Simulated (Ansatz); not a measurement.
**CdSe with a defect (Zn on a Cd site): a single-point run**

The task is a single point on CdSe with a defect (Zn on a Cd site) that gives the gradients at the nuclei.

The COD entry's cell or inner coordinates are ideal or old and differ from later refinements, so a difference from it is no clean test against experiment.

Computed with Ansatz 0.2.0 (DFT, PBE, plane-wave PAW, default files, scalar-relativistic, unless a step's input says otherwise).

### Step 1. The system as given

It takes space group P3m1 (No. 156, trigonal). The conventional cell has a = 8.600 Å, b = 8.600 Å, c = 14.040 Å, α = 90.00°, β = 90.00°, γ = 120.00°. Around Zn (site symmetry 3m) lie 4 Se at 2.61 to 2.70 Å. Cd (site symmetry 3m) has 4 Se at 2.61 to 2.70 Å in its first shell of neighbours. Cd (site symmetry m) has 4 Se at 2.61 to 2.70 Å in its first shell of neighbours. Only part of the 16 independent sites is listed.

Structure file:

```xyz
32
Lattice="8.6000 0.0000 0.0000 -4.3000 7.4478 0.0000 0.0000 0.0000 14.0400" Properties=species:S:1:pos:R:3 pbc="T T T"
Zn    0.0000    2.4826    0.0000
Cd    0.0000    2.4826    7.0200
Cd   -2.1500    6.2065    0.0000
Cd   -2.1500    6.2065    7.0200
Cd    4.3000    2.4826    0.0000
Cd    4.3000    2.4826    7.0200
Cd    2.1500    6.2065    0.0000
Cd    2.1500    6.2065    7.0200
Cd    2.1500    1.2413    3.5100
Cd    2.1500    1.2413   10.5300
Cd    0.0000    4.9652    3.5100
Cd    0.0000    4.9652   10.5300
Cd    6.4500    1.2413    3.5100
Cd    6.4500    1.2413   10.5300
Cd    4.3000    4.9652    3.5100
Cd    4.3000    4.9652   10.5300
Se    0.0000    2.4826    2.7027
Se    0.0000    2.4826    9.7227
Se   -2.1500    6.2065    2.7027
Se   -2.1500    6.2065    9.7227
Se    4.3000    2.4826    2.7027
Se    4.3000    2.4826    9.7227
Se    2.1500    6.2065    2.7027
Se    2.1500    6.2065    9.7227
Se    2.1500    1.2413    6.2127
Se    2.1500    1.2413   13.2327
Se    0.0000    4.9652    6.2127
Se    0.0000    4.9652   13.2327
Se    6.4500    1.2413    6.2127
Se    6.4500    1.2413   13.2327
Se    4.3000    4.9652    6.2127
Se    4.3000    4.9652   13.2327
```

### Step 2. The calculation

File input.yaml:

```yaml
crystal:
  lattice:
    - [8.6, 0.0, 0.0]
    - [-4.3, 7.4478184726, 0.0]
    - [0.0, 0.0, 14.04]
  atoms:
    - { symbol: Zn, position: [0.1666666666, 0.3333333334, 0.0] }
    - { symbol: Cd, position: [0.1666666666, 0.3333333334, 0.5] }
    - { symbol: Cd, position: [0.1666666666, 0.8333333334, 0.0] }
    - { symbol: Cd, position: [0.1666666666, 0.8333333334, 0.5] }
    - { symbol: Cd, position: [0.6666666666, 0.3333333334, 0.0] }
    - { symbol: Cd, position: [0.6666666666, 0.3333333334, 0.5] }
    - { symbol: Cd, position: [0.6666666666, 0.8333333334, 0.0] }
    - { symbol: Cd, position: [0.6666666666, 0.8333333334, 0.5] }
    - { symbol: Cd, position: [0.3333333334, 0.1666666666, 0.25] }
    - { symbol: Cd, position: [0.3333333334, 0.1666666666, 0.75] }
    - { symbol: Cd, position: [0.3333333334, 0.6666666666, 0.25] }
    - { symbol: Cd, position: [0.3333333334, 0.6666666666, 0.75] }
    - { symbol: Cd, position: [0.8333333334, 0.1666666666, 0.25] }
    - { symbol: Cd, position: [0.8333333334, 0.1666666666, 0.75] }
    - { symbol: Cd, position: [0.8333333334, 0.6666666666, 0.25] }
    - { symbol: Cd, position: [0.8333333334, 0.6666666666, 0.75] }
    - { symbol: Se, position: [0.1666666666, 0.3333333334, 0.1925] }
    - { symbol: Se, position: [0.1666666666, 0.3333333334, 0.6925] }
    - { symbol: Se, position: [0.1666666666, 0.8333333334, 0.1925] }
    - { symbol: Se, position: [0.1666666666, 0.8333333334, 0.6925] }
    - { symbol: Se, position: [0.6666666666, 0.3333333334, 0.1925] }
    - { symbol: Se, position: [0.6666666666, 0.3333333334, 0.6925] }
    - { symbol: Se, position: [0.6666666666, 0.8333333334, 0.1925] }
    - { symbol: Se, position: [0.6666666666, 0.8333333334, 0.6925] }
    - { symbol: Se, position: [0.3333333334, 0.1666666666, 0.4425] }
    - { symbol: Se, position: [0.3333333334, 0.1666666666, 0.9425] }
    - { symbol: Se, position: [0.3333333334, 0.6666666666, 0.4425] }
    - { symbol: Se, position: [0.3333333334, 0.6666666666, 0.9425] }
    - { symbol: Se, position: [0.8333333334, 0.1666666666, 0.4425] }
    - { symbol: Se, position: [0.8333333334, 0.1666666666, 0.9425] }
    - { symbol: Se, position: [0.8333333334, 0.6666666666, 0.4425] }
    - { symbol: Se, position: [0.8333333334, 0.6666666666, 0.9425] }
kpoints:
  mp_grid: { grid: [3, 3, 2] }
scf:
  occupations: { method: fermi_dirac, width: 0.01 }
  max_iter: 50
hamiltonian:
  xc: pbe
  pseudopotentials: { kind: paw }
output:
  forces: true
  stress: true
  populations: true
  efg: { quadrupole_moments_barn: { Zn: 0.122 }, contact_densities: true }
basis:
  ecutrho_ratio: 1
```

The run is started by

```console
$ ansatz run input.yaml --threads 4 --pin off --max-ram 8192MiB --backend cpu --events-out ev --progress --plain --runs-dir out
```

What happens when this is run?

This run ends as converged, with warnings (cutoff below recommended, gradients without spin orbit). Its log warns: «basis.ecutrho_ratio = 1 (ecutrho = 420 eV) is below the records' recommended 1680 eV»

Look at the input: basis.ecutrho_ratio is 1. The density grid can't hold the products of the orbitals.

To check: delete basis.ecutrho_ratio (the default then holds).
